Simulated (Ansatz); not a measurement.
# CuMoF6: the cost of one run

All numbers below are computed with Ansatz 0.2.0 (DFT LDA, plane waves, PAW, scalar-relativistic, no spin polarisation).

**1. The system as given**

The cell holds 32 atoms (Cu4F24Mo4): a = 7.485 Å, b = 7.485 Å, c = 7.485 Å, α = 85.84°, β = 85.84°, γ = 85.84°.

Its coordinates follow in the input file.

**2. Run 1**

280 steps of 2 fs under a Langevin thermostat and barostat at 1500 K and 10 GPa.

input.yaml

```yaml
crystal:
  lattice:
    - [-5.09676, -2.942616, 4.624197]
    - [5.09676, -2.942616, 4.624197]
    - [0.0, 5.885232, 4.624197]
  atoms:
    - { symbol: Cu, position: [0.0, 0.0, 0.0] }
    - { symbol: Mo, position: [0.5, 0.5, 0.5] }
    - { symbol: F, position: [0.4277116, 0.5705196, 0.7429343] }
    - { symbol: F, position: [0.5722884, 0.4294804, 0.2570657] }
    - { symbol: F, position: [0.2570657, 0.5722884, 0.4294804] }
    - { symbol: F, position: [0.7429343, 0.4277116, 0.5705196] }
    - { symbol: F, position: [0.5705196, 0.7429343, 0.4277116] }
    - { symbol: F, position: [0.4294804, 0.2570657, 0.5722884] }
    - { symbol: Cu, position: [0.5, 0.5, 0.0] }
    - { symbol: Mo, position: [0.0, 0.0, 0.5] }
    - { symbol: F, position: [0.9277116, 0.0705196, 0.7429343] }
    - { symbol: F, position: [0.0722884, 0.9294804, 0.2570657] }
    - { symbol: F, position: [0.7570657, 0.0722884, 0.4294804] }
    - { symbol: F, position: [0.2429343, 0.9277116, 0.5705196] }
    - { symbol: F, position: [0.0705196, 0.2429343, 0.4277116] }
    - { symbol: F, position: [0.9294804, 0.7570657, 0.5722884] }
    - { symbol: Cu, position: [0.5, 0.0, 0.5] }
    - { symbol: Mo, position: [0.0, 0.5, 0.0] }
    - { symbol: F, position: [0.9277116, 0.5705196, 0.2429343] }
    - { symbol: F, position: [0.0722884, 0.4294804, 0.7570657] }
    - { symbol: F, position: [0.7570657, 0.5722884, 0.9294804] }
    - { symbol: F, position: [0.2429343, 0.4277116, 0.0705196] }
    - { symbol: F, position: [0.0705196, 0.7429343, 0.9277116] }
    - { symbol: F, position: [0.9294804, 0.2570657, 0.0722884] }
    - { symbol: Cu, position: [0.0, 0.5, 0.5] }
    - { symbol: Mo, position: [0.5, 0.0, 0.0] }
    - { symbol: F, position: [0.4277116, 0.0705196, 0.2429343] }
    - { symbol: F, position: [0.5722884, 0.9294804, 0.7570657] }
    - { symbol: F, position: [0.2570657, 0.0722884, 0.9294804] }
    - { symbol: F, position: [0.7429343, 0.9277116, 0.0705196] }
    - { symbol: F, position: [0.5705196, 0.2429343, 0.9277116] }
    - { symbol: F, position: [0.4294804, 0.7570657, 0.0722884] }
basis:
  ecutwfc: 420.0
kpoints:
  mp_grid: { grid: [1, 1, 1] }
hamiltonian:
  xc: lda
scf:
  occupations: { method: fermi_dirac, width: 0.05 }
  lower_state_search: "off"
md:
  timestep: 2
  n_steps: 280
  ensemble: npt_langevin
  temperature: 1500.0
  initial_velocities: maxwell_boltzmann
  seed: 636825
  friction: 0.01
  pressure: 10.0
  fix_cell: []
```

The run is started by

```
$ ansatz run input.yaml --threads 2 --pin off --max-ram 5120MiB --backend cpu --events-out ev --progress --plain --runs-dir out
```

Q: Estimate wall time and peak memory on 2 threads of Arm Neoverse V2, shared host.

About 15 min, with a peak of 0.58 GiB.
